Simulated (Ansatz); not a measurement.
# Te started on an N site and a Ga vacancy in zincblende GaN, 15 atoms, charge 0

Which settings matter for this cell? A base run comes first, then runs with one to three settings changed.

All numbers are computed with Ansatz 0.2.0 (PAW, plane waves).

### Step 1. The system as built

15 atoms (7 Ga, 7 N, 1 Te); a = 6.361 Å, b = 6.361 Å, c = 6.361 Å, α = 60.00°, β = 60.00°, γ = 60.00°. All atoms were shaken off their sites by about 0.04 Å along each axis. Defect site 1: (0.625, 0.625, 0.625). Defect site 2: (0.500, 0.500, 0.500).

### Step 2. Single point with PBEsol

The input, in.yaml:

```yaml
crystal:
  lattice:
    - [0.000000, 4.498121, 4.498121]
    - [4.498121, 0.000000, 4.498121]
    - [4.498121, 4.498121, 0.000000]
  atoms:
    - { symbol: Ga, position: [0.000575, 0.009019, 0.989404] }
    - { symbol: Ga, position: [0.007513, 0.987628, 0.499330] }
    - { symbol: Ga, position: [0.499014, 0.492997, 0.995213] }
    - { symbol: Ga, position: [0.006862, 0.500867, 0.002045] }
    - { symbol: Ga, position: [0.495851, 0.995975, 0.507829] }
    - { symbol: Ga, position: [0.506388, 0.991217, 0.990815] }
    - { symbol: Ga, position: [0.006283, 0.499111, 0.495348] }
    - { symbol: N, position: [0.124789, 0.123570, 0.125810] }
    - { symbol: N, position: [0.122658, 0.126220, 0.620337] }
    - { symbol: N, position: [0.617553, 0.616298, 0.140380] }
    - { symbol: N, position: [0.134571, 0.619424, 0.124991] }
    - { symbol: N, position: [0.614765, 0.119249, 0.640290] }
    - { symbol: N, position: [0.637352, 0.129668, 0.119046] }
    - { symbol: N, position: [0.129926, 0.630796, 0.615696] }
    - { symbol: Te, position: [0.627710, 0.622953, 0.634891] }
kpoints:
  mp_grid: { grid: [2, 2, 2], shift: [0.5, 0.5, 0.5] }
hamiltonian:
  xc: pbesol
scf:
  occupations: { method: fermi_dirac, width: 0.01 }
output:
  forces: true
  eigenvalues: true
  stress: true
  populations: true
  write_density: true
  write_potential: true
  elf: true
  volumetric_format: npy
```

The run is started by

```
> ansatz run in.yaml --threads 8 --pin off --max-ram 13300MiB --runs-dir r --events-out ev --progress --plain
```

### Step 3. Changed settings: mixing beta 0.4, 4 extra bands, density cutoff ratio 3

in.yaml, as its differences from that of step 2:

```diff
@@ -23,2 +23,3 @@
   mp_grid: { grid: [2, 2, 2], shift: [0.5, 0.5, 0.5] }
+basis: { ecutrho_ratio: 3 }
 hamiltonian:
@@ -27,2 +28,5 @@
   occupations: { method: fermi_dirac, width: 0.01 }
+  max_iter: 90
+  n_extra_bands: 4
+  mixing: { beta: 0.4 }
 output:
@@ -31,6 +35 @@
   stress: true
-  populations: true
-  write_density: true
-  write_potential: true
-  elf: true
-  volumetric_format: npy
```

### Step 4. Run again with xc grid 2, smearing width 0.2 eV

in.yaml, as its differences from that of step 3:

```diff
@@ -23,3 +23,3 @@
   mp_grid: { grid: [2, 2, 2], shift: [0.5, 0.5, 0.5] }
-basis: { ecutrho_ratio: 3 }
+basis: { xc_grid: 2 }
 hamiltonian:
@@ -27,6 +27,4 @@
 scf:
-  occupations: { method: fermi_dirac, width: 0.01 }
+  occupations: { method: fermi_dirac, width: 0.2 }
   max_iter: 90
-  n_extra_bands: 4
-  mixing: { beta: 0.4 }
 output:
```

### Step 5. Changed settings: occupations fixed, k points 1×1×2

in.yaml, as its differences from that of step 4:

```diff
@@ -22,4 +22,3 @@
 kpoints:
-  mp_grid: { grid: [2, 2, 2], shift: [0.5, 0.5, 0.5] }
-basis: { xc_grid: 2 }
+  mp_grid: { grid: [1, 1, 2] }
 hamiltonian:
@@ -27,3 +26,3 @@
 scf:
-  occupations: { method: fermi_dirac, width: 0.2 }
+  occupations: { method: fixed }
   max_iter: 90
```

### Step 6. Changed settings: 1 extra band

in.yaml, as its differences from that of step 5:

```diff
@@ -22,3 +22,3 @@
 kpoints:
-  mp_grid: { grid: [1, 1, 2] }
+  mp_grid: { grid: [2, 2, 2], shift: [0.5, 0.5, 0.5] }
 hamiltonian:
@@ -26,4 +26,5 @@
 scf:
-  occupations: { method: fixed }
-  max_iter: 90
+  occupations: { method: fermi_dirac, width: 0.01 }
+  max_iter: 50
+  n_extra_bands: 1
 output:
```

### Step 7. Run again with xc grid 2

in.yaml, as its differences from that of step 6:

```diff
@@ -23,2 +23,3 @@
   mp_grid: { grid: [2, 2, 2], shift: [0.5, 0.5, 0.5] }
+basis: { xc_grid: 2 }
 hamiltonian:
@@ -27,4 +28,3 @@
   occupations: { method: fermi_dirac, width: 0.01 }
-  max_iter: 50
-  n_extra_bands: 1
+  max_iter: 80
 output:
@@ -33 +33,5 @@
   stress: true
+  write_density: true
+  write_potential: true
+  elf: true
+  volumetric_format: npy
```

### Step 8. Changed settings: functional LDA, starting moment 1 μB

in.yaml, as its differences from that of step 7:

```diff
@@ -23,5 +23,7 @@
   mp_grid: { grid: [2, 2, 2], shift: [0.5, 0.5, 0.5] }
-basis: { xc_grid: 2 }
 hamiltonian:
-  xc: pbesol
+  xc: lda
+magnetization:
+  spin_polarized: true
+  initial_magnetization: 1
 scf:
@@ -33,5 +35 @@
   stress: true
-  write_density: true
-  write_potential: true
-  elf: true
-  volumetric_format: npy
```

Before running it: what results should come out? Wanted: for each run, settings; status; energy from base; forces from base.

The runs gave:

| settings | status | cycles | time | energy from base (meV/atom) | forces from base (eV/Å rms) | filled to empty level on the mesh (eV) |
| --- | --- | --- | --- | --- | --- | --- |
| base | converged | 13 | 1.8 s (8 CPU threads) | 0 | 0 | none |
| mixing beta 0.4, 4 extra bands, density cutoff ratio 3 | converged, settings too loose | 17 | 1.3 s (8 CPU threads) | -0.1 | 0.000 | - |
| xc grid 2, smearing width 0.2 eV | converged | 10 | 1.2 s (8 CPU threads) | -10.4 | 0.049 | - |
| occupations fixed, k points 1×1×2 | not converged | - | 11 s (8 CPU threads) | - | - | - |
| 1 extra band | converged | 13 | 1.3 s (8 CPU threads) | 0.0 | 0.000 | - |
| xc grid 2 | converged | 13 | 1.6 s (8 CPU threads) | 0.0 | 0.000 | - |
| functional LDA, starting moment 1 μB | converged | 15 | 2.4 s (8 CPU threads) | - | 0.154 | 0.34 |

The base run shows no spacing between filled and empty levels on this coarse mesh with displaced atoms and smearing, so occupations can shift between runs, and part of each change may come from that and not from the setting itself.

**Reading.** Among these variants the forces move most with functional LDA, starting moment 1 μB (0.154 eV/Å rms). 1 of 6 variants gave no result: occupations fixed, k points 1×1×2 (not converged).
